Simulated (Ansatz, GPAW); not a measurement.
## A script for SrO (GLLB-SC)

These are simulated results from GPAW 26.7.0, not measurements. The cell was built from a prototype and was relaxed with r2SCAN in plane waves (Ansatz 0.2.0). Not every such cell is a known phase. All runs are without spin polarisation.

Space group Fm-3m (No. 225), cubic; a = 5.160 Å in the conventional setting, 17.17 Å³ an atom. Sr has 6 O at 2.58 Å; O has 6 Sr at 2.58 Å.

GLLB-SC is a model potential. Its fundamental gap is the Kohn-Sham gap plus a derivative discontinuity, which the script evaluates at the band edges among the listed k points. Its total energy isn't variational and serves nothing here.

The script, run.py:

```python
import json
from ase import Atoms
from gpaw import GPAW, PW, FermiDirac

atoms = Atoms(['Sr', 'O'],
              cell=[[0.0, 2.579892, 2.579892], [2.579892, 0.0, 2.579892], [2.579892, 2.579892, -0.0]],
              scaled_positions=[[0.0, -0.0, -0.0], [0.5, 0.5, 0.5]],
              pbc=True)
calc = GPAW(mode=PW(400), xc='GLLBSC', kpts={'size': (6, 6, 6), 'gamma': True},
            occupations=FermiDirac(0.02), maxiter=100, legacy_gpaw=True, txt='gpaw.txt')
atoms.calc = calc
res = {'energy': atoms.get_potential_energy(force_consistent=True)}
res['electrons'] = calc.get_number_of_electrons()
res['k'] = calc.get_ibz_k_points().tolist()
res['levels'] = [calc.get_eigenvalues(kpt=i).tolist() for i in range(len(res['k']))]
points = [[0.0, 0.0, 0.0], [0.5, 0.0, 0.5], [0.625, 0.25, 0.625], [0.375, 0.375, 0.75], [0.5, 0.5, 0.5], [0.5, 0.25, 0.75], [0.0, 0.5, 0.5]]
bands = calc.fixed_density(kpts=points, symmetry='off', nbands=round(res['electrons']) // 2 + 6, convergence={'bands': -2}, txt='bands.txt')
res['points'] = [bands.get_eigenvalues(kpt=i).tolist() for i in range(len(points))]
homo, lumo = bands.get_homo_lumo()
potential = calc.hamiltonian.xc.response.calculate_discontinuity_potential(homo, lumo)
res['discontinuity'] = bands.hamiltonian.xc.response.calculate_discontinuity(potential)
json.dump(res, open('results.json', 'w'))
print('free energy (eV):', round(res['energy'], 5))
```

Command: `python run.py`. It took 6.9 s on 1 thread of Arm Neoverse V2, with other jobs on the host, peak memory 0.14 GiB.

The log gpaw.txt, trimmed of paths, versions and times, then the last line on the terminal. An iter line gives the energy in eV and the logarithms of the changes of orbitals (plane waves alone) and density (c: converged):

```
___ ___ ___ _ _ _
 |   |   |_  | | | |

 | | | | | . | | | |

 |__ |  _|___|_____|  26.7.0
 |___|_|

Input parameters:
  kpts: {gamma: True,
         size: (6, 6, 6)}
  maxiter: 100
  mode: {ecut: 400.0,
         name: pw}
  occupations: {fixmagmom: False,
                name: fermi-dirac,
                width: 0.02}
  xc: GLLBSC

System changes: positions, numbers, cell, pbc, initial_charges, initial_magmoms

Initialize ...

species:
  Sr:
    name:    Strontium
    Z:       38.0
    valence: 10
    core:    28
    charge:  0.0  # [|e|]
    compensation charges:
      type: gauss
      rc: 0.40  # [Å]
      lmax: 2
    cutoffs:
      filter: 2.39  # [Å]
      core: 1.82  # [Å]
    projectors
    | kind |    occ | energy [eV] | rcut [Å] |

    |------|--------|-------------|----------|

    |   4s |  2.000 |     -40.757 |    1.291 |

    |   5s |  2.000 |      -5.012 |    1.291 |

    |   4p |  6.000 |     -22.709 |    1.291 |

    |    p |        |       4.502 |    1.291 |

    |    d |        |       0.000 |    1.254 |

    Using partial waves for Sr as LCAO basis

  O:
    name:    Oxygen
    Z:       8.0
    valence: 6
    core:    2
    charge:  0.0  # [|e|]
    compensation charges:
      type: gauss
      rc: 0.21  # [Å]
      lmax: 2
    cutoffs:
      filter: 1.17  # [Å]
      core: 0.83  # [Å]
    projectors
    | kind |    occ | energy [eV] | rcut [Å] |

    |------|--------|-------------|----------|

    |   2s |  2.000 |     -28.986 |    0.688 |

    |   2p |  4.000 |     -13.358 |    0.598 |

    |    s |        |      -1.774 |    0.688 |

    |    p |        |      13.853 |    0.598 |

    |    d |        |       0.000 |    0.619 |

    Using partial waves for O as LCAO basis

Reference energy: -88477.535403  # eV

Spin-paired calculation

Convergence criteria:
 Maximum [total energy] change in last 3 cyles: 0.0005 eV / valence electron
 Maximum integral of absolute [dens]ity change: 0.0001 electrons / valence electron
 Maximum integral of absolute [eigenst]ate change: 4e-08 eV^2 / valence electron
 Maximum number of scf [iter]ations: 100
 (Square brackets indicate name in SCF output, whereas a 'c' in
 the SCF output indicates the quantity has converged.)

Symmetries present (total): 48

  ( 1  0  0)  ( 1  0  0)  ( 1  0  0)  ( 1  0  0)  ( 1  0 -1)  ( 1  0 -1)
  ( 1  0 -1)  ( 1 -1  0)  ( 0  1  0)  ( 0  0  1)  ( 1  0  0)  ( 1 -1  0)
  ( 1 -1  0)  ( 1  0 -1)  ( 0  0  1)  ( 0  1  0)  ( 1 -1  0)  ( 1  0  0)

  ( 1  0 -1)  ( 1  0 -1)  ( 1 -1  0)  ( 1 -1  0)  ( 1 -1  0)  ( 1 -1  0)
  ( 0  1 -1)  ( 0  0 -1)  ( 1  0  0)  ( 1  0 -1)  ( 0 -1  1)  ( 0 -1  0)
  ( 0  0 -1)  ( 0  1 -1)  ( 1  0 -1)  ( 1  0  0)  ( 0 -1  0)  ( 0 -1  1)

  ( 0  1  0)  ( 0  1  0)  ( 0  1  0)  ( 0  1  0)  ( 0  1 -1)  ( 0  1 -1)
  ( 1  0  0)  ( 0  1 -1)  ( 0  0  1)  (-1  1  0)  ( 1  0 -1)  ( 0  1  0)
  ( 0  0  1)  (-1  1  0)  ( 1  0  0)  ( 0  1 -1)  ( 0  0 -1)  (-1  1  0)

  ( 0  1 -1)  ( 0  1 -1)  ( 0  0  1)  ( 0  0  1)  ( 0  0  1)  ( 0  0  1)
  ( 0  0 -1)  (-1  1  0)  ( 1  0  0)  ( 0  1  0)  ( 0 -1  1)  (-1  0  1)
  ( 1  0 -1)  ( 0  1  0)  ( 0  1  0)  ( 1  0  0)  (-1  0  1)  ( 0 -1  1)

  ( 0  0 -1)  ( 0  0 -1)  ( 0  0 -1)  ( 0  0 -1)  ( 0 -1  1)  ( 0 -1  1)
[... 5 lines left out ...]
  ( 1 -1  0)  ( 0  0  1)  ( 0 -1  1)  (-1  0  0)  ( 1 -1  0)  ( 0  0 -1)

  (-1  1  0)  (-1  1  0)  (-1  1  0)  (-1  1  0)  (-1  0  1)  (-1  0  1)
  ( 0  1  0)  ( 0  1 -1)  (-1  0  1)  (-1  0  0)  ( 0  0  1)  ( 0 -1  1)
  ( 0  1 -1)  ( 0  1  0)  (-1  0  0)  (-1  0  1)  ( 0 -1  1)  ( 0  0  1)

  (-1  0  1)  (-1  0  1)  (-1  0  0)  (-1  0  0)  (-1  0  0)  (-1  0  0)
  (-1  1  0)  (-1  0  0)  ( 0  0 -1)  ( 0 -1  0)  (-1  1  0)  (-1  0  1)
  (-1  0  0)  (-1  1  0)  ( 0 -1  0)  ( 0  0 -1)  (-1  0  1)  (-1  1  0)

216 k-points: 6 x 6 x 6 Monkhorst-Pack grid + [1/12,1/12,1/12]
16 k-points in the irreducible part of the Brillouin zone
       k-points in crystal coordinates                weights
   0:     0.00000000    0.00000000    0.00000000          1/216
   1:     0.16666667    0.16666667    0.00000000          6/216
   2:     0.16666667    0.16666667    0.16666667          8/216
   3:     0.33333333    0.16666667    0.16666667         12/216
   4:     0.33333333    0.33333333   -0.33333333         12/216
   5:     0.33333333    0.33333333    0.00000000          6/216
   6:     0.33333333    0.33333333    0.16666667         24/216
   7:     0.33333333    0.33333333    0.33333333          8/216
   8:     0.50000000    0.33333333   -0.33333333         24/216
   9:     0.50000000    0.33333333   -0.16666667         12/216
          ...
  15:     0.50000000    0.50000000    0.50000000          4/216

Wave functions: Plane wave expansion
  Cutoff energy: 400.000 eV
  Number of coefficients (min, max): 609, 636
  Pulay-stress correction: 0.000000 eV/Ang^3 (de/decut=0.000000)
  Using FFTW library
  ScaLapack parameters: grid=1x1, blocksize=None
  Wavefunction extrapolation:
    Improved wavefunction reuse through dual PAW basis

Occupation numbers: Fermi-Dirac:
  width: 0.0200  # eV

Eigensolver
   Davidson(niter=2)

Densities:
  Coarse grid: 18*18*18 grid
  Fine grid: 36*36*36 grid
  Total Charge: 0.000000

Density mixing:
  Method: separate
  Backend: msr1
  Linear mixing parameter: 0.05
  old densities: 10
  Width of damping distribution: 1.1
  Damping of long wavelength oscillations: 20

Hamiltonian:
  XC and Coulomb potentials evaluated on a 36*36*36 grid
  Using the GLLBSC Exchange-Correlation functional
  External potential:
    NoExternalPotential

XC parameters: GLLBSC functional being used consists of
  -----------------------------------------------------------------------
  | Weight | Module     | Description                                   |

  -----------------------------------------------------------------------
  |  1.000 | SCREENING  | GGA_X_PBE_SOL with 2 nearest neighbor stencil |

  |  1.000 | RESPONSE   | eps=0.0500 eV                                 |

  |  1.000 | XC         | GGA_C_PBE_SOL with 2 nearest neighbor stencil |

  -----------------------------------------------------------------------

Memory estimate:
  Process memory now: 110.99 MiB
  Calculator: 7.08 MiB
    Density: 2.88 MiB
      Arrays: 1.16 MiB
      Localized functions: 0.83 MiB
      Mixer: 0.89 MiB
    Hamiltonian: 0.78 MiB
      Arrays: 0.76 MiB
      XC: 0.00 MiB
      Poisson: 0.00 MiB
      vbar: 0.02 MiB
    Wavefunctions: 3.43 MiB
      Arrays psit_nG: 1.40 MiB
      Eigensolver: 0.15 MiB
      Projections: 0.06 MiB
      Projectors: 1.45 MiB
      PW-descriptor: 0.38 MiB

Total number of cores used: 1

Number of atoms: 2
Number of atomic orbitals: 9
Number of bands in calculation: 9
Number of valence electrons: 16
Bands to converge: occupied

... initialized

Initializing position-dependent things.

Density initialized from atomic densities
Creating initial wave functions:
  9 bands from LCAO basis set
Positions:
   0 Sr     0.000000    0.000000    0.000000    ( 0.0000,  0.0000,  0.0000)
   1 O      2.579892    2.579892    2.579892    ( 0.0000,  0.0000,  0.0000)

Unit cell:
           periodic     x           y           z      points  spacing
  1. axis:    yes    0.000000    2.579892    2.579892    18     0.1655
  2. axis:    yes    2.579892    0.000000    2.579892    18     0.1655
  3. axis:    yes    2.579892    2.579892   -0.000000    18     0.1655

  Lengths:   3.648518   3.648518   3.648518
  Angles:   60.000000  60.000000  60.000000

Effective grid spacing dv^(1/3) = 0.1806

iter:   1   -16.038932
iter:   2   -15.282917   -0.89  -0.92
iter:   3   -11.164795   -0.02  -0.95
iter:   4   -11.270656   -1.51  -1.18
iter:   5   -12.401230   -0.62  -1.30
iter:   6   -10.837293   -1.41  -1.17
iter:   7   -10.472474   -1.12  -1.77
iter:   8   -10.607831   -2.73  -1.82
iter:   9   -10.655042   -3.00  -2.24
iter:  10   -10.642203   -4.44  -3.29
iter:  11   -10.649011   -4.51  -3.24
iter:  12   -10.650824   -4.74  -3.84
iter:  13   -10.649412c  -6.36  -3.76
iter:  14   -10.647043c  -6.07  -3.71
iter:  15   -10.646132c  -6.43  -4.25c
iter:  16   -10.646720c  -7.37  -4.55c
iter:  17   -10.646877c  -8.25c -5.34c

Converged after 17 iterations.

Energy contributions relative to reference atoms: (reference = -88477.535403)

Kinetic:         +6.203066
Potential:       +0.167352
External:        +0.000000
XC:             -16.419636
Entropy (-ST):   -0.000000
Local:           -0.597660
SIC:             +0.000000
--------------------------
Free energy:    -10.646877
Extrapolated:   -10.646877

GLLBSC response reference energy: 2.63912 eV (from HOMO)

Showing only first 2 kpts
 Kpt  Band  Eigenvalues  Occupancy
  0     6      2.63871    2.00000
  0     7      2.63871    2.00000
  0     8      7.79578    0.00000

  1     6      2.55126    2.00000
  1     7      2.55135    2.00000
  1     8      8.92266    0.00000

Fermi level: 3.74077

Gap: 4.933 eV
Transition (v -> c):
  (s=0, k=0, n=7, [0.00, 0.00, 0.00]) -> (s=0, k=12, n=8, [0.50, 0.50, 0.00])
Direct/indirect transitions are different
Direct gap: 5.002 eV
Transition at: (s=0, k=12, n=7, [0.50, 0.50, 0.00])

free energy (eV): -10.64688
```

The gap in the log is over the mesh alone; results.json adds the listed points. GLLB-SC gives a gap of 6.87 eV (4.933 eV Kohn-Sham over the listed points plus 1.933 eV discontinuity). On the same cell, plane-wave PBE (Ansatz, 8×8×8 k points and the special points) gives a gap of 3.32 eV and r2SCAN a gap of 3.80 eV; on shared hosts these took about 1.1 and 2.9 core-seconds on the 2-atom cell, against 6.9 for the script. Semilocal gaps usually lie below measured ones.
